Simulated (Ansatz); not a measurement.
# GaOs12: the cost of one run

Program: Ansatz 0.2.0. Level of theory: DFT PBE+D3(BJ), plane waves, PAW, scalar-relativistic, no spin polarisation. These are calculated values, not measurements.

### 1 The structure to begin with

The cell holds 13 atoms (GaOs12): a = 5.480 Å, b = 5.480 Å, c = 16.326 Å, α = 90.00°, β = 90.00°, γ = 60.00°.

Coordinates:

```
CELL_PARAMETERS angstrom
5.48000 0.00000 0.00000
2.74000 4.74582 0.00000
0.00000 0.00000 16.32646
ATOMIC_POSITIONS crystal
Os 0.00000 0.00000 0.06125
Os 0.50000 0.00000 0.06125
Os 0.00000 0.50000 0.06125
Os 0.50000 0.50000 0.06125
Os 0.83333 0.33333 0.19375
Os 0.33333 0.33333 0.19375
Os 0.83333 0.83333 0.19375
Os 0.33333 0.83333 0.19375
Os 0.00000 0.00000 0.32625
Os 0.50000 0.00000 0.32625
Os 0.00000 0.50000 0.32625
Os 0.50000 0.50000 0.32625
Ga 0.36279 0.83893 0.46896
```

### 2 End point A

File input.yaml:

```yaml
crystal:
  lattice:
    - [5.48, 0.0, 0.0]
    - [2.74, 4.745819, 0.0]
    - [0.0, 0.0, 16.32646]
  atoms:
    - { symbol: Os, position: [0.0, 0.0, 0.0612503] }
    - { symbol: Os, position: [0.5, 0.0, 0.0612503] }
    - { symbol: Os, position: [0.0, 0.5, 0.0612503] }
    - { symbol: Os, position: [0.5, 0.5, 0.0612503] }
    - { symbol: Os, position: [-0.1666667, 0.3333333, 0.1937487] }
    - { symbol: Os, position: [0.3333333, 0.3333333, 0.1937487] }
    - { symbol: Os, position: [-0.1666667, 0.8333333, 0.1937487] }
    - { symbol: Os, position: [0.3333333, 0.8333333, 0.1937487] }
    - { symbol: Os, position: [0.0, 0.0, 0.3262471] }
    - { symbol: Os, position: [0.5, 0.0, 0.3262471] }
    - { symbol: Os, position: [0.0, 0.5, 0.3262471] }
    - { symbol: Os, position: [0.5, 0.5, 0.3262471] }
    - { symbol: Ga, position: [0.3627913, 0.8389315, 0.4689602] }
basis:
  ecutwfc: 420.0
kpoints:
  mp_grid: { grid: [4, 4, 1] }
hamiltonian:
  xc: pbe
  dispersion: d3bj
scf:
  occupations: { method: fermi_dirac, width: 0.1 }
  lower_state_search: "off"
relax:
  f_tol: 0.03
  max_steps: 60
  adjacent_minimum: "off"
  constraints: [{ sites: [0, 1, 2, 3] }]
output:
  write_density: true
  write_potential: true
  elf: true
  volumetric_format: npy
```

Run with:

```
$ ansatz run input.yaml --threads 4 --pin off --max-ram 10240MiB --backend cpu --events-out ev --progress --plain --runs-dir out
```

**Question.** How long does this run take on 4 threads of Intel Xeon 6975P-C (Granite Rapids), shared host, and how much memory does it need?

About 31 s, with a peak of 1.7 GiB.
